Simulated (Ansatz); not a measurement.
# CH11AlBInSi2: a ladder of functionals and wavefunction methods

The task here is to estimate one member of a computed series from the others.

Method: functionals in def2-TZVPP, the program's frozen cores in correlated methods; program: Ansatz 0.2.0, Gaussian basis.

Plan: LDA (SPW92), PBE-D4, revPBE-D4, BLYP-D4, r2SCAN-D4, B97M-V, PBE0-D4, B3LYP-D4, r2SCANh-D4, r2SCAN0-D4, HSE06-D4, BHLYP-D4, CAM-B3LYP-D4, LC-ωPBE, ωB97X-V, ωB97M-V, B2PLYP, PBE-QIDH; CCSD(T)/def2-SVP; CCSD(T)/def2-TZVPP; MP2/def2-QZVPP; extrapolation to the limit; RPA on PBE.

## The geometry

The geometry comes from an earlier relaxation with PBE0-D4 in a triple-zeta def2 set; it is a stationary point, not always the lowest conformer. In takes the def2 core potential; no spin-orbit term is included.

17 atoms, charge 0, spin multiplicity 1.

Atoms are counted from 1 here; the program's logs count them from 0.

Bond lengths: B1–Si2 2.031 Å, B1–In6 2.431 Å, B1–H7 1.270 Å, B1–H8 1.199 Å, B1–H16 1.273 Å, Si2–Al3 2.424 Å, Si2–Si4 2.348 Å, Si2–H9 1.493 Å, Al3–H10 1.599 Å, Al3–H11 1.591 Å, Si4–C5 1.886 Å, Si4–H12 1.496 Å, Si4–H13 1.494 Å, C5–In6 2.133 Å, C5–H14 1.095 Å, C5–H15 1.092 Å, In6–H7 2.029 Å, In6–H16 2.033 Å and more. Angles: Si2–B1–In6 107.6°, Si2–B1–H7 107.9°, Si2–B1–H8 120.3°, Si2–B1–H16 108.5°, In6–B1–H7 56.5°, In6–B1–H8 132.1°, In6–B1–H16 56.7°, H7–B1–H8 104.6°, H7–B1–H16 110.4°, H8–B1–H16 105.0°, B1–Si2–Al3 113.0°, B1–Si2–Si4 100.8°, B1–Si2–H9 114.2°, Al3–Si2–Si4 104.9°, Al3–Si2–H9 114.1°, Si4–Si2–H9 108.4°, Si2–Al3–H10 116.2°, Si2–Al3–H11 126.4° and more.

The first run:

File in.yaml:

```yaml
crystal:
  periodic: [false, false, false]
  atoms:
    - {symbol: B, position_ang: [-0.559176, -1.625207, 0.670771]}
    - {symbol: Si, position_ang: [1.119331, -0.502843, 0.893440]}
    - {symbol: Al, position_ang: [2.681976, -0.760048, -0.942195]}
    - {symbol: Si, position_ang: [0.239808, 1.659112, 0.638692]}
    - {symbol: C, position_ang: [-1.076376, 1.529219, -0.706273]}
    - {symbol: In, position_ang: [-2.235253, -0.236575, -0.411823]}
    - {symbol: H, position_ang: [-0.825509, -1.687802, -0.568965]}
    - {symbol: H, position_ang: [-0.577035, -2.765807, 1.041222]}
    - {symbol: H, position_ang: [1.746312, -0.599872, 2.245452]}
    - {symbol: H, position_ang: [2.075472, -0.595102, -2.412497]}
    - {symbol: H, position_ang: [4.244710, -1.034419, -0.820802]}
    - {symbol: H, position_ang: [-0.451520, 2.067209, 1.900469]}
    - {symbol: H, position_ang: [1.204657, 2.748210, 0.301606]}
    - {symbol: H, position_ang: [-0.599362, 1.401902, -1.684123]}
    - {symbol: H, position_ang: [-1.722003, 2.407809, -0.759184]}
    - {symbol: H, position_ang: [-1.509847, -1.059199, 1.300216]}
    - {symbol: H, position_ang: [-3.756184, -0.946608, -0.685996]}
basis:
  gaussian: {orbitals: def2-TZVPP}
hamiltonian: {xc: lda}
output: {orbitals: {seedname: orbitals}}
```

Command:

```bash
> ansatz run in.yaml --threads 2 --pin off --events-out ev --progress --plain --max-ram 22528MiB --backend cuda --devices 0, --max-vram 18GiB
```

Steps of the session up to this table: LDA; PBE-D4 (GGA); revPBE-D4 (GGA); BLYP-D4 (GGA); r2SCAN-D4 (meta-GGA); B97M-V (meta-GGA); B3LYP-D4 (hybrid); r2SCANh-D4 (hybrid); r2SCAN0-D4 (hybrid); HSE06-D4 (hybrid); BHLYP-D4 (hybrid); CAM-B3LYP-D4 (range-separated); LC-ωPBE (range-separated); ωB97X-V (range-separated); ωB97M-V (range-separated); B2PLYP (double hybrid); PBE-QIDH (double hybrid).

One table of the session follows, with a row left open; its other results are not shown here.

It belongs to the step «Orbital energies across the functionals». 

```
  functional  HOMO (eV)  LUMO (eV)  gap (eV)
 LDA (SPW92)      -5.88      -2.75      3.13
      PBE-D4      -5.80      -2.50      3.29
   revPBE-D4      -5.75      -2.39      3.37
     BLYP-D4      -5.65      -2.37      3.28
   r2SCAN-D4      -6.01      -2.27      3.73
      B97M-V      -6.13      -2.48      3.65
     PBE0-D4      -6.78      -1.76      5.01
    B3LYP-D4      -6.59      -1.95      4.64
  r2SCANh-D4      -6.37      -2.02      4.35
  r2SCAN0-D4      -6.91      -1.64      5.27
    HSE06-D4      -6.39      -2.13      4.26
    BHLYP-D4      -7.66      -0.98      6.68
CAM-B3LYP-D4      -7.97      -0.84      7.12
     LC-ωPBE          ?          ?         ?
     ωB97X-V      -8.92       0.08      9.00
     ωB97M-V      -8.69      -0.19      8.50
```

Q: Estimate the row for LC-ωPBE from the others.

As computed: HOMO (eV): -9.20; LUMO (eV): 0.21; gap (eV): 9.41. In the column «HOMO (eV)» it is the lowest.
